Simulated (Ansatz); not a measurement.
Geometry optimisation, Ansatz 0.2.0, DFT PBE, scalar-relativistic, plane waves, PAW.

The input (input.yaml):

```yaml
crystal:
  lattice:
    - [-3.076, -5.327788, 0.0]
    - [4.614, -2.663894, 0.0]
    - [0.0, 0.0, 5.048]
  atoms:
    - { symbol: Si, position: [0.50000003, 0.33333335, 0.0] }
    - { symbol: Si, position: [0.50000003, 0.66666669, 0.5] }
    - { symbol: "N", position: [1.0e-08, 0.33333334, 0.385], spin: 1.0 }
    - { symbol: C, position: [0.50000003, 0.66666669, 0.885] }
    - { symbol: Si, position: [0.25000003, 0.83333335, 0.0] }
    - { symbol: Si, position: [0.25000001, 0.16666668, 0.5] }
    - { symbol: C, position: [0.25000003, 0.83333335, 0.385] }
    - { symbol: C, position: [0.25000001, 0.16666668, 0.885] }
    - { symbol: Si, position: [1.0e-08, 0.33333334, 0.0] }
    - { symbol: Si, position: [1.0e-08, 0.66666668, 0.5] }
    - { symbol: C, position: [1.0e-08, 0.66666668, 0.885] }
    - { symbol: Si, position: [0.75000005, 0.83333336, 0.0] }
    - { symbol: Si, position: [0.75000003, 0.16666669, 0.5] }
    - { symbol: C, position: [0.75000005, 0.83333336, 0.385] }
    - { symbol: C, position: [0.75000003, 0.16666669, 0.885] }
magnetization:
  spin_polarized: true
basis:
  ecutwfc: 420.0
kpoints:
  mp_grid: { grid: [2, 2, 2] }
hamiltonian:
  xc: pbe
  pseudopotentials: { kind: paw, azcp: { folder: soft_1 } }
scf:
  occupations: { method: gaussian, width: 0.02 }
  lower_state_search: "off"
relax:
  f_tol: 0.03
  max_steps: 60
  adjacent_minimum: "off"
```

Run as:

```bash
$ ansatz run input.yaml --threads 1 --pin off --max-ram 3072MiB --backend cpu --events-out ev --progress --plain --runs-dir out
```

Where does it end, and by what steps?

The run converged. Limits of this set-up: coarse k mesh. After 6 steps the energy has fallen by 0.456 eV; Si1 moved furthest, 0.14 Å.

| step | energy less start (eV) | largest force component (eV/Å) | accepted |
| --- | --- | --- | --- |
| 0 | 0.0000 | 1.424 | yes |
| 1 | -0.2772 | 0.820 | yes |
| 2 | -0.4405 | 0.286 | yes |
| 3 | -0.4541 | 0.085 | yes |
| 4 | -0.4556 | 0.036 | yes |
| 5 | -0.4554 | 0.030 | no |
| 6 | -0.4558 | 0.011 | yes |

```xyz
15
Lattice="-3.0760 -5.3278 0.0000 4.6140 -2.6639 0.0000 0.0000 0.0000 5.0480" Properties=species:S:1:pos:R:3
Si -0.081 -3.505 0.104
Si 1.487 -4.411 2.616
N 1.583 -0.914 1.865
C 1.512 -4.425 4.520
Si 3.066 -3.550 0.026
Si 0.013 -1.907 2.488
C 3.091 -3.561 1.935
C -0.005 -1.746 4.405
Si 1.520 -0.878 -0.021
Si 3.116 -1.799 2.559
C 3.052 -1.762 4.444
Si 1.532 -6.208 0.026
Si -1.418 -4.386 2.488
C 1.553 -6.224 1.935
C -1.566 -4.451 4.405
```

Time of the run: 68 s on 1 thread of Arm Neoverse V1, with other jobs on the host, peak memory 0.44 GiB.
